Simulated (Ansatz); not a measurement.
# CH13InNSbSi3: how energies converge with the basis set

One table from this session's results is given with a row withheld; the runs are named, their logs left out.

Program: Ansatz 0.2.0, Gaussian basis. Level of theory: one geometry, several basis sets. These are calculated values, not measurements.

The runs, in order: PBE0-D4/def2-SVP; ωB97M-V/def2-SVP; PBE0-D4/def2-QZVPP; ωB97M-V/def2-QZVPP; the functionals' def2-TZVPP values are taken from earlier runs.

### Structure used throughout

An earlier PBE0-D4 in a triple-zeta def2 set relaxation fixed the geometry. In, Sb take the def2 core potential; no spin-orbit term is included.

SMILES `[SiH3][InH][SbH][CH2]N([SiH3])[SiH3]`, 20 atoms, charge 0, spin multiplicity 1.

Atoms are counted from 1 here; the program's logs count them from 0.

Bond lengths: Si1–In2 2.577 Å, Si1–H8 1.490 Å, Si1–H9 1.492 Å, Si1–H10 1.491 Å, In2–Sb3 2.814 Å, In2–H11 1.737 Å, Sb3–C4 2.211 Å, Sb3–H12 1.712 Å, C4–N5 1.494 Å, C4–H13 1.094 Å, C4–H14 1.093 Å, N5–Si6 1.764 Å, N5–Si7 1.766 Å, Si6–H15 1.479 Å, Si6–H16 1.488 Å, Si6–H17 1.483 Å, Si7–H18 1.482 Å, Si7–H19 1.489 Å and more. Angles: In2–Si1–H8 112.6°, In2–Si1–H9 109.4°, In2–Si1–H10 112.7°, H8–Si1–H9 107.2°, H8–Si1–H10 107.4°, H9–Si1–H10 107.2°, Si1–In2–Sb3 123.9°, Si1–In2–H11 121.4°, Sb3–In2–H11 114.4°, In2–Sb3–C4 74.6°, In2–Sb3–H12 91.5°, C4–Sb3–H12 92.6°, Sb3–C4–N5 112.4°, Sb3–C4–H13 110.9°, Sb3–C4–H14 105.1°, N5–C4–H13 111.5°, N5–C4–H14 109.6°, H13–C4–H14 107.0° and more.

The first run:

in.yaml

```yaml
crystal:
  periodic: [false, false, false]
  atoms:
    - {symbol: Si, position_ang: [3.017925, -0.863311, 0.411932]}
    - {symbol: In, position_ang: [1.170597, -0.446514, -1.336535]}
    - {symbol: Sb, position_ang: [-0.977477, -2.204936, -1.797675]}
    - {symbol: C, position_ang: [-1.864512, -0.445690, -0.794527]}
    - {symbol: N, position_ang: [-0.841517, 0.385636, -0.091264]}
    - {symbol: Si, position_ang: [-0.602746, -0.075107, 1.594844]}
    - {symbol: Si, position_ang: [-1.002639, 2.113850, -0.416762]}
    - {symbol: H, position_ang: [2.587016, -1.798576, 1.488453]}
    - {symbol: H, position_ang: [4.203862, -1.474013, -0.255921]}
    - {symbol: H, position_ang: [3.480102, 0.392570, 1.070193]}
    - {symbol: H, position_ang: [1.273463, 0.871168, -2.463957]}
    - {symbol: H, position_ang: [-0.697637, -3.009598, -0.312718]}
    - {symbol: H, position_ang: [-2.669356, -0.747271, -0.117803]}
    - {symbol: H, position_ang: [-2.322636, 0.138790, -1.596515]}
    - {symbol: H, position_ang: [-0.232022, -1.505751, 1.659196]}
    - {symbol: H, position_ang: [-1.863097, 0.143607, 2.355494]}
    - {symbol: H, position_ang: [0.475893, 0.790718, 2.128694]}
    - {symbol: H, position_ang: [0.219162, 2.780592, 0.093008]}
    - {symbol: H, position_ang: [-2.205606, 2.670559, 0.262328]}
    - {symbol: H, position_ang: [-1.148787, 2.283267, -1.880454]}
basis:
  gaussian: {orbitals: def2-SVP}
hamiltonian: {xc: pbe0, dispersion: d4}
output: {orbitals: {seedname: orbitals}}
```

Started as:

```bash
> ansatz run in.yaml --threads 4 --pin off --events-out ev --progress --plain --max-ram 46080MiB --backend cpu
```

Steps of the session up to this table: PBE0-D4 in def2-SVP; ωB97M-V in def2-SVP; PBE0-D4 in def2-QZVPP; ωB97M-V in def2-QZVPP.

One table of the session follows, with a row left open; its other results are not shown here.

It belongs to the step «Functionals by basis». 

| functional | basis | HOMO (eV) |
| --- | --- | --- |
| PBE0-D4 | def2-SVP | -6.09 |
| PBE0-D4 | def2-TZVPP | ? |
| PBE0-D4 | def2-QZVPP | -6.15 |
| ωB97M-V | def2-SVP | -7.94 |
| ωB97M-V | def2-TZVPP | -8.02 |
| ωB97M-V | def2-QZVPP | -8.02 |

Q: Estimate the row for PBE0-D4, def2-TZVPP from the others.

**Answer.** HOMO (eV): -6.14. In the column «HOMO (eV)» it lies between PBE0-D4, def2-QZVPP (-6.15) and PBE0-D4, def2-SVP (-6.09).
